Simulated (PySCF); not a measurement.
# C2H6Yb (Yb(CH3)2): the cost of one run

Computed with PySCF 2.14.0. Level: PBE0, Yb lcecp-0-SVP with ECP60, C def2-SVP, H def2-SVP; scalar-relativistic core potentials, no spin–orbit coupling.

1 further run of the same task is left out (for a known fault of the program).

**1. The system as given**

9 atoms, charge 0, spin multiplicity 1.

Bond lengths: Yb1–C2 2.544 Å, Yb1–C6 2.544 Å, C2–H3 1.090 Å, C2–H4 1.090 Å, C2–H5 1.090 Å, C6–H7 1.090 Å, C6–H8 1.090 Å, C6–H9 1.090 Å. Angles: C2–Yb1–C6 131.8°, Yb1–C2–H3 109.5°, Yb1–C2–H4 109.5°, Yb1–C2–H5 109.5°, H3–C2–H4 109.5°, H3–C2–H5 109.5°, H4–C2–H5 109.5°, Yb1–C6–H7 109.5°, Yb1–C6–H8 109.5°, Yb1–C6–H9 109.5°, H7–C6–H8 109.5°, H7–C6–H9 109.5°, H8–C6–H9 109.5°.

Geometry (Å):

```csv
atom,x (Å),y (Å),z (Å)
Yb1,0.0000,0.0000,0.0000
C2,2.3217,0.0000,1.0390
H3,3.0731,0.0000,0.2494
H4,2.4434,0.8900,1.6565
H5,2.4434,-0.8900,1.6565
C6,-2.3217,0.0000,1.0390
H7,-3.0731,0.0000,0.2494
H8,-2.4434,-0.8900,1.6565
H9,-2.4434,0.8900,1.6565
```

Formal oxidation states: Yb +2. Each metal's 14 4f electrons lie in its core potential, so multiplicities, spins and levels count the valence alone.

**2. SCF at the start, singlet**

File run.py (the lines that set the calculation):

```python
mol = gto.M(atom='''
Yb     0.00000     0.00000     0.00000
C      2.32170     0.00000     1.03900
H      3.07310     0.00000     0.24940
H      2.44340     0.89000     1.65650
H      2.44340    -0.89000     1.65650
C     -2.32170     0.00000     1.03900
H     -3.07310     0.00000     0.24940
H     -2.44340    -0.89000     1.65650
H     -2.44340     0.89000     1.65650''',
    basis={'Yb': 'lcecp-0-SVP', 'C': 'def2-SVP', 'H': 'def2-SVP'},
    ecp={'Yb': 'lcecp-0-SVP'},
    charge=0, spin=0)
mf = dft.RKS(mol, xc='PBE0')
mf.grids.atom_grid = (50, 194)  # f atoms: unpruned, at least (60, 302)
mf = mf.density_fit()  # fitting sets: Yb AutoAux, C def2-universal-JKFIT, H def2-universal-JKFIT
mf.conv_tol = 1e-08; mf.max_cycle = 55
mf.kernel(dm0)  # dm0: free metal ions and neutral atoms
```

Command:

```
$ OMP_NUM_THREADS=2 python run.py
```

**Question.** How long does this run take on 2 threads of Intel Xeon Platinum 8488C (Sapphire Rapids), shared host, and how much memory does it need?

About 3.8 s, with a peak of 0.57 GiB.
